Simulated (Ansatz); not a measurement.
# CH2BNO: the cost of one run

All numbers below are computed with Ansatz 0.2.0 (RKS BHLYP-D4/def2-SVP).

## 1. Starting point

Bond lengths: N1–C2 1.260 Å, C2–B3 1.557 Å, B3–O4 1.189 Å, N1–H5 1.020 Å, C2–H6 1.091 Å. Angles: N1–C2–B3 127.7°, N1–C2–H6 114.7°, B3–C2–H6 117.6°, C2–N1–H5 115.5°, C2–B3–O4 178.0°.

As a file:

```xyz
6

N    -0.1825    1.3285   -0.3773
C    -0.1807    0.3416    0.4059
B     0.2182   -1.1285    0.0828
O     0.5304   -2.2394   -0.2024
H     0.1142    1.1310   -1.3333
H    -0.4996    0.5667    1.4243
```

## 2. Relaxing the start

input.yaml

```yaml
crystal:
  periodic: [false, false, false]
  atoms:
    - { symbol: "N", position_ang: [-0.18252, 1.3285, -0.37729] }
    - { symbol: C, position_ang: [-0.18072, 0.34162, 0.40592] }
    - { symbol: B, position_ang: [0.21824, -1.12849, 0.08277] }
    - { symbol: O, position_ang: [0.53039, -2.23939, -0.20241] }
    - { symbol: H, position_ang: [0.11418, 1.13102, -1.33329] }
    - { symbol: H, position_ang: [-0.49957, 0.56674, 1.4243] }
basis:
  gaussian: { orbitals: def2-SVP }
hamiltonian:
  xc: { name: BHLYP }
  dispersion: d4
relax:
  f_tol: 0.02
  max_steps: 40
scf:
  lower_state_search: "off"
```

The run is started by

```
$ ansatz run input.yaml --threads 1 --pin off --max-ram 2048MiB --backend cpu --events-out ev --progress --plain --runs-dir out
```

**Question.** How long does this run take on 1 thread of Arm Neoverse V1, shared host, and how much memory does it need?

About 9.6 s, with a peak of 0.14 GiB.
